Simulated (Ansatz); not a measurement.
The system is GeCN2.

```
CELL_PARAMETERS angstrom
1.79379 1.03565 4.92196
-1.79379 1.03565 4.92196
0.00000 -2.07129 4.92196
ATOMIC_POSITIONS crystal
Ge 0.00000 0.00000 0.00000
N 0.58390 0.58390 0.58390
N 0.41610 0.41610 0.41610
C 0.50000 0.50000 0.50000
```

The cell comes from a database or a generator and needn't be the stable form of this composition.

Base run:

| Quantity | Value |
| --- | --- |
| Program | Ansatz 0.2.0 |
| Functional | PBEsol |
| Potentials or basis | Ansatz PAW |
| Cutoff | 420 eV (not typed: the program's choice for these potentials) |
| k mesh | 9 × 9 × 9 |
| Occupations | fermi-dirac, width 0.05 eV |
| Spin | no spin polarisation |

Its results: band gap on the k mesh 1.00 eV, indirect (least direct gap 1.84 eV); pressure -3.3 GPa; largest force 0.066 eV/Å.

Q: The run is repeated on the same cell with these changes: functional from PBEsol to LDA. What comes out?

A: Band gap on the k mesh 0.97 eV, indirect (least direct gap 1.78 eV); pressure -6.7 GPa; largest force 0.332 eV/Å.

LDA binds more tightly than PBEsol, so the same cell stands under less pressure.

Caveats: the PAW data sets come from PBE, with cores solved anew for the run's functional, which leaves a small shift of forces and pressure; the k mesh misses the band edges, so the gap on the mesh is wider than the one along the path (some runs).
